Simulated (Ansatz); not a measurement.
# In3Cl2: the cost of one run

Method: DFT PBE, scalar-relativistic, plane waves, PAW, in Ansatz 0.2.0.

### Step 1. Starting point

Symmetry: P-3m1, No. 164, trigonal system. The conventional cell has a = 4.853 Å, b = 4.853 Å, c = 5.859 Å, α = 90.00°, β = 90.00°, γ = 120.00°. In (site symmetry -3m) is surrounded by 6 Cl at 2.92 Å. In (site symmetry 3m) has 5 Cl at 2.85 to 3.13 Å and 3 In at 3.16 Å as nearest neighbours. Cl (site symmetry 3m) is surrounded by 8 In at 2.85 to 3.13 Å.

Structure file:

```
In Cl
1.0
     4.85291    0.00000    0.00000
    -2.42645    4.20274    0.00000
     0.00000    0.00000    5.85944
In Cl
3 2
Direct
  0.00000 0.00000 0.00000
  0.33333 0.66667 0.62500
  0.66667 0.33333 0.37500
  0.33333 0.66667 0.13800
  0.66667 0.33333 0.86200
```

(A quick probe on a coarse mesh, which set the mesh and smearing, is not shown.)

### Step 3. Coarse relaxation

Contents of input.yaml:

```yaml
crystal:
  lattice:
    - [4.8529073367, 0.0, 0.0]
    - [-2.4264536683, 4.2027410358, 0.0]
    - [0.0, 0.0, 5.8594380734]
  atoms:
    - { symbol: In, position: [0.0, 0.0, 0.0] }
    - { symbol: In, position: [0.3333333333, 0.6666666667, 0.625] }
    - { symbol: In, position: [0.6666666667, 0.3333333333, 0.375] }
    - { symbol: Cl, position: [0.3333333333, 0.6666666667, 0.138] }
    - { symbol: Cl, position: [0.6666666667, 0.3333333333, 0.862] }
basis:
  ecutwfc: 420
kpoints:
  mp_grid: { grid: [6, 6, 4] }
hamiltonian:
  xc: pbe
scf:
  occupations: { method: gaussian, width: 0.1 }
  lower_state_search: "off"
output:
  forces: true
  stress: true
  eigenvalues: true
relax:
  adjacent_minimum: "off"
  f_tol: 0.04
  max_steps: 70
  cell: { stress_tol: 0.4 }
```

Command:

```console
ansatz run input.yaml --threads 1 --pin off --max-ram 2560MiB --backend cpu --events-out ev --progress --plain --runs-dir out
```

Q: Estimate wall time and peak memory on 1 thread of AMD EPYC 7B13 (Zen 3), shared host.

About 33 s, with a peak of 0.52 GiB.
